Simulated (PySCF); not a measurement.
# Towards the basis-set limit for CuBr

Aim: bond length, wavenumber and bond energy of CuBr near the limit of CCSD(T), built from two basis sets and any small corrections listed.

Program: PySCF 2.14.0. Level of theory: CCSD(T) on RHF, scalar-relativistic core potentials. These are calculated values, not measurements.

2 further runs of the same task are left out: 2 set aside as unsound or not needed.

**1. The job**

```yaml
molecule: CuBr
state: singlet, unpaired electrons none
smaller_basis: Cu cc-pVTZ-PP with ECP10, Br cc-pVTZ-PP with ECP10
larger_basis: Cu cc-pVQZ-PP with ECP10, Br cc-pVQZ-PP with ECP10
frozen_core_orbitals: 13
extrapolation: correlation as n⁻³ (n = 3, 4), Hartree–Fock as (n+1)·exp(−9√n)
corrections: none
distances_Å: 1.9284, 2.0160, 2.1037, 2.1913, 2.2790, 2.3886, 2.4981
masses_u: 62.9296, 78.9183
dissociation_limit: Cu + Br
```

Started as:

```console
$ OMP_NUM_THREADS=4 python comp.py task.json out
```

**2. Coupled cluster at each distance**

**Question.** What will these runs give? Wanted: for each run, Re; ωe; ωexe; αe; De.

The runs gave:

```
               level  Re (Å)  ωe (cm⁻¹)  ωexe (cm⁻¹)  αe (cm⁻¹)  De (eV)
CCSD(T)/cc-pVTZ(-PP)  2.1867      308.6        0.929   0.000451    3.313
CCSD(T)/cc-pVQZ(-PP)  2.1788      311.4        0.947   0.000454    3.422
              HF/CBS  2.2781      271.6        0.764   0.000401    2.363
             MP2/CBS  2.1398      330.0        0.992   0.000468    3.673
            CCSD/CBS  2.1867      307.8        0.906   0.000442    3.370
         CCSD(T)/CBS  2.1739      314.3        0.953   0.000453    3.496
```

The last step gives Re = 2.1739 Å, ωe = 314.3 cm⁻¹ and De = 3.496 eV; the smaller basis alone is off from it by +12.8 mÅ and -0.18 eV. Near the minimum the mean field binds by 2.32 eV and correlation adds 1.17 eV of binding. T1 is 0.028. Spin–orbit coupling and excitations beyond (T) are left out.
